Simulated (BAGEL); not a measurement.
**AlSiNH6O (SMILES [NH2][AlH][SiH2]O): PBE0/def2-SVP (density fitting with qzvpp-jkfit)**

What is the energy change on altering one bond length of AlSiNH6O at PBE0/def2-SVP (density fitting with qzvpp-jkfit)? 

The calculation is run with BAGEL 1.2.2.

## 1. The system as given

The species is AlSiNH6O (10 atoms), meant as a singlet with charge 0. As SMILES, `[NH2][AlH][SiH2]O`. The coordinates come from a PBE0-D4/def2-TZVP relaxation. This is one conformer, not always the lowest.

Bond lengths: N1–Al2 1.771 Å, Al2–Si3 2.466 Å, Si3–O4 1.666 Å, N1–H5 1.008 Å, N1–H6 1.008 Å, Al2–H7 1.589 Å, Si3–H8 1.498 Å, Si3–H9 1.490 Å, O4–H10 0.958 Å. Some angles: N1–Al2–Si3 115.9°, Al2–Si3–O4 112.2°, N1–Al2–H7 117.2°, Si3–Al2–H7 126.9°, Al2–N1–H5 125.3°, Al2–N1–H6 124.5°, Al2–Si3–H8 111.5°, Al2–Si3–H9 112.0°, O4–Si3–H8 110.3°, O4–Si3–H9 104.5°.

## 2. The energy at PBE0/def2-SVP (density fitting with qzvpp-jkfit)

Input file input.json:

```json
{ "bagel" : [

{
  "title" : "molecule",
  "basis" : "svp",
  "df_basis" : "qzvpp-jkfit",
  "angstrom" : true,
  "geometry" : [
    { "atom" : "N", "xyz" : [   -0.443500,    1.949800,   -0.485900 ] },
    { "atom" : "Al", "xyz" : [    0.161400,    0.932500,    0.831000 ] },
    { "atom" : "Si", "xyz" : [    0.498100,   -1.448400,    0.284800 ] },
    { "atom" : "O", "xyz" : [   -0.117800,   -1.843200,   -1.212400 ] },
    { "atom" : "H", "xyz" : [   -0.638800,    2.936000,   -0.417000 ] },
    { "atom" : "H", "xyz" : [   -0.588300,    1.632600,   -1.431200 ] },
    { "atom" : "H", "xyz" : [    0.407600,    1.632900,    2.235800 ] },
    { "atom" : "H", "xyz" : [   -0.081900,   -2.341300,    1.338200 ] },
    { "atom" : "H", "xyz" : [    1.942800,   -1.801100,    0.197600 ] },
    { "atom" : "H", "xyz" : [   -1.056500,   -1.701000,   -1.337900 ] }
  ]
},
{ "title" : "ks", "xc_func" : "pbe0", "charge" : 0 },
{ "title" : "print", "file" : "orbitals.molden", "orbitals" : true }

]}
```

On the command line:

```bash
$ BAGEL_NUM_THREADS=1 BAGEL input.json > input.out
```

Standard output:

```text
* using 1 threads per process

  ===============================================================
  ===============================================================

  *** Geometry ***

  { "atom" : "N", "xyz" : [     -0.838094,      3.684588,     -0.918218 ] },
  { "atom" : "Al", "xyz" : [      0.305002,      1.762170,      1.570362 ] },
  { "atom" : "Si", "xyz" : [      0.941273,     -2.737079,      0.538194 ] },
  { "atom" : "O", "xyz" : [     -0.222610,     -3.483143,     -2.291104 ] },
  { "atom" : "H", "xyz" : [     -1.207157,      5.548236,     -0.788016 ] },
  { "atom" : "H", "xyz" : [     -1.111726,      3.085167,     -2.704576 ] },
  { "atom" : "H", "xyz" : [      0.770252,      3.085734,      4.225050 ] },
  { "atom" : "H", "xyz" : [     -0.154769,     -4.424416,      2.528832 ] },
  { "atom" : "H", "xyz" : [      3.671360,     -3.403586,      0.373410 ] },
  { "atom" : "H", "xyz" : [     -1.996496,     -3.214424,     -2.528265 ] },

  Number of auxiliary basis functions:      518

  Since a DF basis is specified, we compute 2- and 3-index integrals:
    o Being stored without compression. Storage requirement is 0.037 GB

  Number of basis functions:       94
  Number of electrons      :       48

    * METHOD: MOLECULE                             0.32

  *** Kohn-Sham DFT ***

    * Removing 17820 points whose weight is below 1.00e-10
    * Grid points: 131240

  === Nuclear Repulsion ===
   198.6417286209

       - DIIS with orbital gradients will be used.

  === KS iteration (pbe0 / svp) ===
      0       -638.64235477          0.09963996           0.72
      1       -616.45804495          0.11362485           0.71
      2       -544.92881541          0.22650984           0.63
      3       -625.17410422          0.09667087           0.69
      4       -644.03907535          0.13653714           0.66
      5       -664.17726630          0.03491991           0.60
      6       -664.11628830          0.03762226           0.62
      7       -664.76578882          0.01549692           0.61
      8       -664.87024725          0.00706565           0.61
      9       -664.90525350          0.00189048           0.61
     10       -664.90798015          0.00027805           0.60
     11       -664.90803003          0.00008608           0.60
     12       -664.90803537          0.00001349           0.66
     13       -664.90803547          0.00000253           0.61
     14       -664.90803548          0.00000182           0.76
     15       -664.90803548          0.00000047           0.79
     16       -664.90803548          0.00000015           0.78
     17       -664.90803548          0.00000003           0.78
     18       -664.90803548          0.00000002           0.79
     19       -664.90803548          0.00000000           0.74
    * SCF iteration converged.

    * Permanent dipole moment:
           (    0.652705,    -0.623467,     0.301268) a.u.

    * METHOD: KS                                  14.59

    * METHOD: PRINT                                0.03

  ===============================================================
```

It took 15 s on 1 thread of Intel Xeon Platinum 8375C at 2.90GHz (Ice Lake), shared host; peak memory 0.58 GiB.

## 3. The distorted shape

Input file input.json:

```json
{ "bagel" : [

{
  "title" : "molecule",
  "basis" : "svp",
  "df_basis" : "qzvpp-jkfit",
  "angstrom" : true,
  "geometry" : [
    { "atom" : "N", "xyz" : [    0.025847,    1.878700,   -0.423150 ] },
    { "atom" : "Al", "xyz" : [    0.630747,    0.861400,    0.893750 ] },
    { "atom" : "Si", "xyz" : [    0.967447,   -1.519500,    0.347550 ] },
    { "atom" : "O", "xyz" : [    0.351547,   -1.914300,   -1.149650 ] },
    { "atom" : "H", "xyz" : [   -0.169453,    2.864900,   -0.354250 ] },
    { "atom" : "H", "xyz" : [   -0.118953,    1.561500,   -1.368450 ] },
    { "atom" : "H", "xyz" : [    0.876947,    1.561800,    2.298550 ] },
    { "atom" : "H", "xyz" : [    0.387447,   -2.412400,    1.400950 ] },
    { "atom" : "H", "xyz" : [    2.412147,   -1.872200,    0.260350 ] },
    { "atom" : "H", "xyz" : [   -1.056500,   -1.701000,   -1.337900 ] }
  ]
},
{
  "title" : "ks",
  "xc_func" : "pbe0"
},
{
  "title" : "print",
  "file" : "orbitals.molden",
  "orbitals" : true
}

]}
```

On the command line:

```bash
$ BAGEL_NUM_THREADS=1 BAGEL input.json > input.out
```

Standard output:

```text
* using 1 threads per process

  ===============================================================
  ===============================================================

  *** Geometry ***

  { "atom" : "N", "xyz" : [      0.048844,      3.550228,     -0.799638 ] },
  { "atom" : "Al", "xyz" : [      1.191939,      1.627810,      1.688943 ] },
  { "atom" : "Si", "xyz" : [      1.828210,     -2.871439,      0.656774 ] },
  { "atom" : "O", "xyz" : [      0.664328,     -3.617503,     -2.172524 ] },
  { "atom" : "H", "xyz" : [     -0.320220,      5.413876,     -0.669435 ] },
  { "atom" : "H", "xyz" : [     -0.224789,      2.950807,     -2.585996 ] },
  { "atom" : "H", "xyz" : [      1.657190,      2.951374,      4.343630 ] },
  { "atom" : "H", "xyz" : [      0.732169,     -4.558775,      2.647412 ] },
  { "atom" : "H", "xyz" : [      4.558297,     -3.537945,      0.491990 ] },
  { "atom" : "H", "xyz" : [     -1.996496,     -3.214424,     -2.528265 ] },

  Number of auxiliary basis functions:      518

  Since a DF basis is specified, we compute 2- and 3-index integrals:
    o Being stored without compression. Storage requirement is 0.037 GB

  Number of basis functions:       94
  Number of electrons      :       48

    * METHOD: MOLECULE                             0.40

  *** Kohn-Sham DFT ***

    * Removing 17346 points whose weight is below 1.00e-10
    * Grid points: 131714

  === Nuclear Repulsion ===
   196.5618048006

       - DIIS with orbital gradients will be used.

  === KS iteration (pbe0 / svp) ===
      0       -638.46052542          0.09566859           0.72
      1       -617.32421755          0.11361594           0.67
      2       -581.96781509          0.18797821           0.65
      3       -631.02647680          0.09382227           0.57
      4       -644.13041316          0.13639437           0.55
      5       -662.47715710          0.04668970           0.54
      6       -661.12130064          0.07237050           0.55
      7       -658.21596988          0.06899435           0.54
      8       -664.69226401          0.01167855           0.55
      9       -664.79792363          0.00589028           0.66
     10       -664.81774025          0.00108534           0.68
     11       -664.81867988          0.00028706           0.66
     12       -664.81873472          0.00012346           0.66
     13       -664.81874537          0.00001321           0.67
     14       -664.81874547          0.00000825           0.66
     15       -664.81874551          0.00000333           0.66
     16       -664.81874551          0.00000063           0.67
     17       -664.81874552          0.00000018           0.66
     18       -664.81874552          0.00000007           0.64
     19       -664.81874552          0.00000002           0.54
     20       -664.81874552          0.00000001           0.55
     21       -664.81874552          0.00000000           0.60
    * SCF iteration converged.

    * Permanent dipole moment:
           (    0.777881,    -0.618665,     0.339322) a.u.

    * METHOD: KS                                  14.78

    * METHOD: PRINT                                0.02

  ===============================================================
```

It took 16 s on 1 thread of Intel Xeon Platinum 8375C at 2.90GHz (Ice Lake), shared host; peak memory 0.58 GiB.

## 4. Results

Level: PBE0/def2-SVP (density fitting with qzvpp-jkfit).

```
                                                          quantity          value
                                         first shape: total energy  -664.90804 Eh
                                        first shape: dipole moment         2.42 D
                                          first shape: HOMO energy       -6.95 eV
                                          first shape: LUMO energy       -1.01 eV
                                        first shape: HOMO–LUMO gap        5.94 eV
                                     distorted shape: total energy  -664.81875 Eh
                                    distorted shape: dipole moment         2.67 D
                                      distorted shape: HOMO energy       -6.82 eV
                                      distorted shape: LUMO energy       -2.06 eV
                                    distorted shape: HOMO–LUMO gap        4.76 eV
energy change with the O4–H10 bond stretched from 0.958 to 1.436 Å       2.430 eV
```

With the O4–H10 bond stretched from 0.958 to 1.436 Å the energy rises by 2.43 eV (234 kJ/mol). The first shape isn't relaxed at this level, so the change isn't measured from a minimum.
